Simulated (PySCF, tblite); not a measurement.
# C5H15PSi2: geometry, infrared bands and NMR shifts

Wanted: the infrared bands and NMR shifts of C5H15PSi2 (`[SiH3][Si@H](P)C1CCCC1`), by calculation.

Programs: tblite 0.8.0 and PySCF 2.14.0, with density-fitted response routines of our own. Each step states its level of theory. These are calculated values for one molecule in the gas phase, unless marked as measured. Atoms are numbered from 0 throughout.

## Step 1: The starting structure

23 atoms, charge 0, multiplicity 1; geometry from: force field or distance geometry start.

Bonds of the start (Å): Si0–Si1 2.25, Si1–P2 2.22, Si1–C3 1.85, C3–C4 1.54, C4–C5 1.52, C5–C6 1.53, C6–C7 1.53, C7–C3 1.51, Si0–H8 1.47, Si0–H9 1.48, Si0–H10 1.45, Si1–H11 1.46, P2–H12 1.44, P2–H13 1.46, C3–H14 1.11, C4–H15 1.11, C4–H16 1.10, C5–H17 1.10, C5–H18 1.10, C6–H19 1.11, C6–H20 1.12, C7–H21 1.10, C7–H22 1.10.

## Step 2: Relaxing the molecule with GFN2-xTB

The job: settings as JSON, then the geometry in Å.

```
{"job": {"kind": "relax", "xc": "GFN2-xTB", "basis": "xTB"}, "charge": 0, "multiplicity": 1}
Si     2.240100    -1.723400     0.266100
Si     1.471400     0.102300    -0.802700
P      2.487000     1.827800     0.161300
C     -0.370700     0.203800    -0.689400
C     -0.971700    -1.076200    -0.081900
C     -2.411200    -0.635600     0.093500
C     -2.265100     0.772600     0.666700
C     -0.860900     1.239200     0.288200
H      1.231100    -2.796500     0.266900
H      2.544700    -1.332600     1.662500
H      3.477600    -2.130300    -0.373100
H      1.861200    -0.040900    -2.202600
H      3.850900     1.454800     0.425400
H      2.437900     3.005000    -0.693200
H     -0.835000     0.382400    -1.682100
H     -0.914300    -1.885100    -0.832600
H     -0.477000    -1.359400     0.856500
H     -2.903700    -0.546700    -0.884800
H     -2.964500    -1.243600     0.823800
H     -3.017200     1.469700     0.240900
H     -2.420700     0.778900     1.776200
H     -0.255000     1.338200     1.196000
H     -0.939600     2.222600    -0.198500
```

Started as:

```console
OMP_NUM_THREADS=1 python probes_run.py task.json out
```

This one command runs all jobs of the session in turn.

**Question.** This job is followed by: GFN2-xTB harmonic vibrations, gas phase; GIAO PBE0/pcSseg-1 NMR shielding, non-relativistic, gas phase. Predict these results of the whole session: strongest single infrared mode (GFN2-xTB); zero-point energy (GFN2-xTB); 13C shifts against TMS (PBE0/pcSseg-1); 1H shifts against TMS (PBE0/pcSseg-1, means over atoms taken as alike); 29Si shifts against TMS (PBE0/pcSseg-1); 31P shifts against H3PO4 (PBE0/pcSseg-1).

As calculated:

| quantity | value |
| --- | --- |
| strongest single infrared mode (GFN2-xTB) | 2242 cm⁻¹, 321 km/mol |
| zero-point energy (GFN2-xTB) | 112.4 kcal/mol |
| 13C shifts against TMS (PBE0/pcSseg-1) | 35.7, 33.7, 30.2, 29.4, 27.7 ppm |
| 1H shifts against TMS (PBE0/pcSseg-1, means over atoms taken as alike) | 5.02, 3.36, 2.00, 1.93, 1.89, 1.85, 1.76, 1.44, 1.16, 1.12, 1.11, 1.03 ppm |
| 29Si shifts against TMS (PBE0/pcSseg-1) | -45.5, -121.2 ppm |
| 31P shifts against H3PO4 (PBE0/pcSseg-1) | -298.5 ppm |

In words: Relaxing lowered the energy by 1.002 eV in 173 steps; the close pair that moved most is Si0–Si1, from 2.251 to 2.329 Å. All 63 modes are real, so the xTB geometry is a minimum. Unscaled tight-binding wavenumbers are off by several per cent, some by more. Its intensities can rank the bands wrongly. At PBE0/pcSseg-1: The widest tensor belongs to P2: span 156 ppm, with a paramagnetic part of -351 ppm.
